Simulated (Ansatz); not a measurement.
# C₃H₁₁AlO: up Jacob's ladder to CCSD(T)

An exercise on one series of results from a longer session: the logs are not shown, and one member is left open.

Program: Ansatz 0.2.0, Gaussian basis. Level of theory: functionals in def2-TZVPP, the program's frozen cores in correlated methods. These are calculated values, not measurements.

Levels to be run: LDA (SPW92), PBE-D4, revPBE-D4, BLYP-D4, r2SCAN-D4, B97M-V, PBE0-D4, B3LYP-D4, r2SCANh-D4, r2SCAN0-D4, HSE06-D4, BHLYP-D4, CAM-B3LYP-D4, LC-ωPBE, ωB97X-V, ωB97M-V, B2PLYP, PBE-QIDH; CCSD(T)/def2-SVP; CCSD(T)/def2-TZVPP; MP2/def2-QZVPP; extrapolation to the limit; RPA on PBE.

### The relaxed structure

An earlier PBE0-D4 in a triple-zeta def2 set relaxation fixed the geometry.

SMILES `C[OH+][AlH-]([CH3])[CH3]`, 16 atoms, charge 0, spin multiplicity 1.

Atoms are counted from 1 here; the program's logs count them from 0.

Bond lengths: C1–O2 1.432 Å, C1–H6 1.091 Å, C1–H7 1.088 Å, C1–H8 1.090 Å, O2–Al3 2.006 Å, O2–H9 0.962 Å, Al3–C4 1.972 Å, Al3–C5 1.976 Å, Al3–H10 1.607 Å, C4–H11 1.097 Å, C4–H12 1.096 Å, C4–H13 1.095 Å, C5–H14 1.096 Å, C5–H15 1.096 Å, C5–H16 1.096 Å. Angles: O2–C1–H6 110.8°, O2–C1–H7 106.0°, O2–C1–H8 109.7°, H6–C1–H7 109.6°, H6–C1–H8 110.8°, H7–C1–H8 109.7°, C1–O2–Al3 119.9°, C1–O2–H9 111.0°, Al3–O2–H9 113.7°, O2–Al3–C4 98.0°, O2–Al3–C5 101.6°, O2–Al3–H10 96.8°, C4–Al3–C5 117.5°, C4–Al3–H10 119.5°, C5–Al3–H10 116.2°, Al3–C4–H11 113.0°, Al3–C4–H12 110.6°, Al3–C4–H13 112.7° and more.

Set-up of the first run:

The input, in.yaml:

```yaml
crystal:
  periodic: [false, false, false]
  atoms:
    - {symbol: C, position_ang: [0.014908, 2.270348, 0.313208]}
    - {symbol: O, position_ang: [0.033210, 1.165991, -0.597773]}
    - {symbol: Al, position_ang: [0.624986, -0.642862, 0.034844]}
    - {symbol: C, position_ang: [0.346839, -1.626961, -1.651286]}
    - {symbol: C, position_ang: [-0.645434, -0.981682, 1.510000]}
    - {symbol: H, position_ang: [-0.816828, 2.181929, 1.014033]}
    - {symbol: H, position_ang: [0.956786, 2.227415, 0.856497]}
    - {symbol: H, position_ang: [-0.046691, 3.205745, -0.243848]}
    - {symbol: H, position_ang: [-0.767145, 1.146783, -1.131451]}
    - {symbol: H, position_ang: [2.112530, -0.215180, 0.465162]}
    - {symbol: H, position_ang: [-0.700197, -1.630509, -1.977571]}
    - {symbol: H, position_ang: [0.628590, -2.679315, -1.533567]}
    - {symbol: H, position_ang: [0.949696, -1.232505, -2.475584]}
    - {symbol: H, position_ang: [-0.548215, -0.270074, 2.337282]}
    - {symbol: H, position_ang: [-0.473885, -1.974848, 1.940997]}
    - {symbol: H, position_ang: [-1.692050, -0.967077, 1.183457]}
basis:
  gaussian: {orbitals: def2-TZVPP}
hamiltonian: {xc: lda}
output: {orbitals: {seedname: orbitals}}
```

Command:

```
> ansatz run in.yaml --threads 4 --pin off --events-out ev --progress --plain --max-ram 11315MiB
```

Among the steps run: LDA; PBE-D4 (GGA); revPBE-D4 (GGA); BLYP-D4 (GGA); r2SCAN-D4 (meta-GGA); B97M-V (meta-GGA); PBE0-D4 (hybrid); B3LYP-D4 (hybrid); r2SCANh-D4 (hybrid); r2SCAN0-D4 (hybrid); HSE06-D4 (hybrid); BHLYP-D4 (hybrid); CAM-B3LYP-D4 (range-separated); LC-ωPBE (range-separated); ωB97X-V (range-separated); ωB97M-V (range-separated); B2PLYP (double hybrid); PBE-QIDH (double hybrid).

One of the session's tables, all rows but one given; the rest of the session is left out.

It belongs to the step «Orbital energies across the functionals». 

| functional | HOMO (eV) | gap (eV) |
| --- | --- | --- |
| LDA (SPW92) | -5.79 | 4.65 |
| PBE-D4 | -5.67 | 4.71 |
| revPBE-D4 | -5.62 | 4.75 |
| BLYP-D4 | -5.54 | 4.57 |
| r2SCAN-D4 | -5.93 | 5.58 |
| B97M-V | -6.04 | 5.30 |
| PBE0-D4 | -6.94 | 6.88 |
| B3LYP-D4 | -6.72 | 6.31 |
| r2SCANh-D4 | -6.40 | 6.34 |
| r2SCAN0-D4 | -7.12 | 7.46 |
| HSE06-D4 | -6.54 | 6.11 |
| BHLYP-D4 | -8.13 | 8.75 |
| CAM-B3LYP-D4 | -8.32 | 9.07 |
| LC-ωPBE | -9.71 | 11.80 |
| ωB97X-V | ? | ? |
| ωB97M-V | -9.20 | 10.61 |

**Question.** Estimate the row for ωB97X-V.

The run gave: HOMO (eV): -9.35; gap (eV): 11.21. In the column «HOMO (eV)» it lies between LC-ωPBE (-9.71) and ωB97M-V (-9.20).
